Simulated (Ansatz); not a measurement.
# WH (sextet): the correlation ladder, def2-QZVPP

The task here is to estimate one member of a computed series from the others.

Computed with Ansatz 0.2.0, Gaussian basis. Level: def2-QZVPP, core rule «outside noble gas», up to 4 orbitals frozen.

Plan: UHF; ROHF; CCSD(T) on UHF.

3 further runs of the same task are left out: 1 for a known fault of the program, 2 set aside as unsound or not needed.

## The geometry

The geometry is a PBE0/def2-TZVP stationary point (not a proven minimum) of the parent state, kept for this charge and spin. No spin-orbit coupling is included. Elements past krypton take def2 core potentials.

2 atoms, charge 0, spin multiplicity 6.

Atoms are counted from 1 here; the program's logs count them from 0.

Bond lengths: W1–H2 1.690 Å.

The first run:

Input file in.yaml:

```yaml
crystal:
  periodic: [false, false, false]
  atoms:
    - {symbol: W, position_ang: [0.000000, 0.000000, 0.000000]}
    - {symbol: H, position_ang: [0.000000, 0.000000, 1.689971]}
basis:
  gaussian: {orbitals: "def2-QZVPP.json"}
magnetization: {spin_polarized: true, initial_magnetization: 5}
hamiltonian: {xc: hf}
output: {orbitals: {seedname: orbitals}}
```

The run is started by

```sh
ansatz run in.yaml --threads 1 --pin off --events-out ev --progress --plain --max-ram 4096MiB --backend cpu
```

Among the steps run: UHF; ROHF; CCSD(T) on UHF.

One of the session's tables, all rows but one given; the rest of the session is left out.

It belongs to the step «Misses and costs». 

| method | from UCCSD(T) (kcal/mol) |
| --- | --- |
| ROHF | ? |
| UHF | +81.86 |
| UMP2 | +12.13 |
| UCCSD | +2.98 |
| UCCSD(T) | 0 |

**Question.** Estimate the row for ROHF.

As computed: from UCCSD(T) (kcal/mol): +86.86. In the column «from UCCSD(T) (kcal/mol)» it is the highest.
